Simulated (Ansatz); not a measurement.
# W: a tetragonal deformation path

One table from this session's results is given with a row withheld; the runs are named, their logs left out.

Method: DFT r2SCAN, scalar-relativistic, plane waves, PAW, in Ansatz 0.2.0.

## The starting structure

The structure is cubic, space group Fm-3m (No. 225). The conventional cell has a = 4.060 Å, b = 4.060 Å, c = 4.060 Å, α = 90.00°, β = 90.00°, γ = 90.00°. Around W (site symmetry m-3m) lie 12 W at 2.87 Å.

Coordinates:

```
W
1.0
     0.00000    2.03000    2.03000
     2.03000    0.00000    2.03000
     2.03000    2.03000    0.00000
W
1
Direct
  0.00000 0.00000 0.00000
```

The cell is taken as given, not relaxed at this level.

## Zero of energy

The reference gives a free energy of -10396.7317 eV, pressure -9.00 GPa, largest force 0.000 eV/Å and gap on the mesh none (metal). It was computed beforehand with the settings of the runs below.

Set-up of the first run:

At fixed volume and fractional coordinates, lengths along (0.000, 0.000, 1.000) are scaled against those across it; ρ is that ratio over its starting value.

input.yaml reads:

```yaml
crystal:
  lattice:
    - [0.0, 2.2787126677, 1.6110498561]
    - [2.2787126677, 0.0, 1.6110498561]
    - [2.2787126677, 2.2787126677, 0.0]
  atoms:
    - { symbol: W, position: [0.0, 0.0, 0.0] }
basis:
  ecutwfc: 500
kpoints:
  mp_grid: { grid: [22, 22, 22] }
hamiltonian:
  xc: r2scan
scf:
  occupations: { method: gaussian, width: 0.15 }
output:
  forces: true
  stress: true
  eigenvalues: true
  write_density: true
  write_potential: true
  elf: true
  volumetric_format: npy
```

Run with:

```
$ ansatz run input.yaml --threads 1 --pin off --max-ram 2560MiB --backend cpu --events-out ev --progress --plain --runs-dir out
```

Among the steps run: Point ρ = 0.707; At ρ = 1.414; ρ = 0.850; ρ = 1.200; Point ρ = 0.780; Point ρ = 1.300; ρ = 0.920; ρ = 1.100; Point ρ = 0.650; At ρ = 1.500; ρ = 0.960; Point ρ = 1.050.

One of the session's tables, all rows but one given; the rest of the session is left out.

It belongs to the step «The scan collected». The scan, with free energies counted from the undisturbed cell:

| ρ | ΔE (meV/atom) | pressure (GPa) |
| --- | --- | --- |
| 0.650 | -452.7 | -13.4 |
| 0.707 | -529.7 | -14.5 |
| 0.780 | -437.0 | -13.2 |
| 0.850 | ? | ? |
| 0.920 | -88.8 | -9.2 |
| 0.960 | -23.7 | -8.9 |
| 1.000 | 0.0 | -9.0 |
| 1.050 | -28.4 | -8.9 |
| 1.100 | -79.1 | -8.8 |
| 1.200 | -142.8 | -8.1 |
| 1.300 | -101.3 | -5.9 |
| 1.414 | 107.8 | -0.4 |
| 1.500 | 367.2 | 6.1 |

**Question.** Estimate the row for ρ = 0.850.

Worked estimate for «ΔE (meV/atom)». A straight line through the neighbours (0.780, -437.0) and (0.920, -88.8) gives -437.0 + (-88.8 + 437.0) × (0.850 − 0.780) / (0.920 − 0.780) = -262.9; a parabola fitted to 4 rows on both sides gives -280.8.

**Answer.** ΔE (meV/atom): -258.4; pressure (GPa): -10.8. In «ΔE (meV/atom)» the line misses by -4.5 and the parabola by -22.4.
